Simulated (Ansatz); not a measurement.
**AlClH₅NSi: one species, many methods**

One table from this session's results is given with a row withheld; the runs are named, their logs left out.

Method: functionals in def2-TZVPP, the program's frozen cores in correlated methods; program: Ansatz 0.2.0, Gaussian basis.

The runs, in order: LDA (SPW92), PBE-D4, revPBE-D4, BLYP-D4, r2SCAN-D4, B97M-V, PBE0-D4, B3LYP-D4, r2SCANh-D4, r2SCAN0-D4, HSE06-D4, BHLYP-D4, CAM-B3LYP-D4, LC-ωPBE, ωB97X-V, ωB97M-V, B2PLYP, PBE-QIDH; CCSD(T)/def2-SVP; CCSD(T)/def2-TZVPP; MP2/def2-QZVPP; extrapolation to the limit; RPA on PBE.

## The geometry

The geometry comes from an earlier relaxation with PBE0-D4 in a triple-zeta def2 set; it is a stationary point, not always the lowest conformer.

SMILES `[AlH2][NH][SiH2]Cl`, 9 atoms, charge 0, spin multiplicity 1.

Atoms are counted from 1 here; the program's logs count them from 0.

Bond lengths: Al1–N2 1.790 Å, Al1–H5 1.579 Å, Al1–H6 1.581 Å, N2–Si3 1.708 Å, N2–H7 1.013 Å, Si3–Cl4 2.066 Å, Si3–H8 1.481 Å, Si3–H9 1.479 Å. Angles: N2–Al1–H5 117.4°, N2–Al1–H6 117.3°, H5–Al1–H6 125.3°, Al1–N2–Si3 128.6°, Al1–N2–H7 116.6°, Si3–N2–H7 114.8°, N2–Si3–Cl4 112.4°, N2–Si3–H8 111.9°, N2–Si3–H9 108.1°, Cl4–Si3–H8 105.2°, Cl4–Si3–H9 107.1°, H8–Si3–H9 112.0°.

Set-up of the first run:

in.yaml reads:

```yaml
crystal:
  periodic: [false, false, false]
  atoms:
    - {symbol: Al, position_ang: [-0.281933, 1.778152, -0.082868]}
    - {symbol: N, position_ang: [-0.066043, 0.150049, 0.627803]}
    - {symbol: Si, position_ang: [0.099425, -1.348968, -0.174921]}
    - {symbol: Cl, position_ang: [2.053614, -2.019599, -0.192720]}
    - {symbol: H, position_ang: [-0.395095, 1.876354, -1.654357]}
    - {symbol: H, position_ang: [-0.363126, 3.000388, 0.916600]}
    - {symbol: H, position_ang: [0.026738, 0.104109, 1.635199]}
    - {symbol: H, position_ang: [-0.673921, -2.421825, 0.492035]}
    - {symbol: H, position_ang: [-0.311058, -1.164861, -1.583970]}
basis:
  gaussian: {orbitals: def2-TZVPP}
hamiltonian: {xc: lda}
output: {orbitals: {seedname: orbitals}}
```

On the command line:

```console
ansatz run in.yaml --threads 2 --pin off --events-out ev --progress --plain --max-ram 4352MiB
```

Among the steps run: LDA; PBE-D4 (GGA); revPBE-D4 (GGA); BLYP-D4 (GGA); r2SCAN-D4 (meta-GGA); B97M-V (meta-GGA); B3LYP-D4 (hybrid); r2SCANh-D4 (hybrid); r2SCAN0-D4 (hybrid); HSE06-D4 (hybrid); BHLYP-D4 (hybrid); CAM-B3LYP-D4 (range-separated); LC-ωPBE (range-separated); ωB97X-V (range-separated); ωB97M-V (range-separated); B2PLYP (double hybrid); PBE-QIDH (double hybrid).

One table of the session follows, with a row left open; its other results are not shown here.

It belongs to the step «Frontier levels by functional». 

```
  functional  HOMO (eV)  gap (eV)
 LDA (SPW92)      -7.16      4.99
      PBE-D4      -6.98      5.05
   revPBE-D4      -6.92      5.09
     BLYP-D4      -6.82      5.01
   r2SCAN-D4      -7.28      5.70
      B97M-V      -7.38      5.54
     PBE0-D4      -8.29      7.13
    B3LYP-D4      -8.03      6.66
  r2SCANh-D4      -7.77      6.44
  r2SCAN0-D4      -8.51      7.55
    HSE06-D4          ?         ?
    BHLYP-D4      -9.49      9.08
CAM-B3LYP-D4      -9.66      9.41
     LC-ωPBE     -11.08     11.91
     ωB97X-V     -10.70     11.42
     ωB97M-V     -10.60     11.02
```

Q: Estimate the row for HSE06-D4 from the others.

**Answer.** HOMO (eV): -7.89; gap (eV): 6.36. In the column «HOMO (eV)» it lies between B3LYP-D4 (-8.03) and r2SCANh-D4 (-7.77).
